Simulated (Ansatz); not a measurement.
# ClFH4W: the cost of one run

All numbers below are computed with Ansatz 0.2.0 (RHF/def2-SVP).

## (1) The structure to begin with

Bond lengths: W1–H2 1.920 Å, W1–H3 1.920 Å, W1–Cl4 2.390 Å, W1–F5 1.850 Å, W1–H6 1.720 Å, W1–H7 1.720 Å. Angles (14 of 15 angles, heavy atoms first): Cl4–W1–F5 90.0°, H2–W1–Cl4 90.0°, H2–W1–F5 119.8°, H3–W1–Cl4 90.0°, H3–W1–F5 150.2°, Cl4–W1–H6 180.0°, Cl4–W1–H7 90.0°, F5–W1–H6 90.0°, F5–W1–H7 90.0°, H2–W1–H3 30.5°, H2–W1–H6 90.0°, H2–W1–H7 150.2°, H3–W1–H6 90.0°, H3–W1–H7 119.8°.

Coordinates:

```xyz
7

W     0.0000    0.0000    0.0000
H     0.9528    0.0000    1.6669
H     1.6669    0.0000    0.9528
Cl    0.0000    2.3900    0.0000
F    -1.8500    0.0000    0.0000
H     0.0000   -1.7200    0.0000
H     0.0000    0.0000   -1.7200
```

## (2) A restrained relaxation towards end A

Springs on the bonds that form and break draw the guess towards this end; the thresholds are loose.

input.yaml

```yaml
crystal:
  periodic: [false, false, false]
  atoms:
    - { symbol: W, position_ang: [0.0, 0.0, 0.0] }
    - { symbol: H, position_ang: [0.9528, 0.0, 1.6669] }
    - { symbol: H, position_ang: [1.6669, 0.0, 0.9528] }
    - { symbol: Cl, position_ang: [0.0, 2.39, 0.0] }
    - { symbol: F, position_ang: [-1.85, 0.0, 0.0] }
    - { symbol: H, position_ang: [0.0, -1.72, 0.0] }
    - { symbol: H, position_ang: [0.0, 0.0, -1.72] }
basis:
  gaussian: { orbitals: def2-SVP }
hamiltonian:
  xc: hf
relax:
  f_tol: 0.15
  max_steps: 25
  restrain:
    - { distance: [1, 2], at: 1.86, k: 30.0 }
    - { distance: [0, 1], at: 1.72, k: 30.0 }
    - { distance: [0, 2], at: 1.72, k: 30.0 }
```

The run is started by

```sh
> ansatz run input.yaml --threads 1 --pin off --max-ram 2048MiB --backend cpu --events-out ev --progress --plain --runs-dir out
```

What time and memory should one allow on 1 thread of Intel Xeon Platinum 8488C (Sapphire Rapids), shared host?

About 18 s, with a peak of 0.19 GiB.
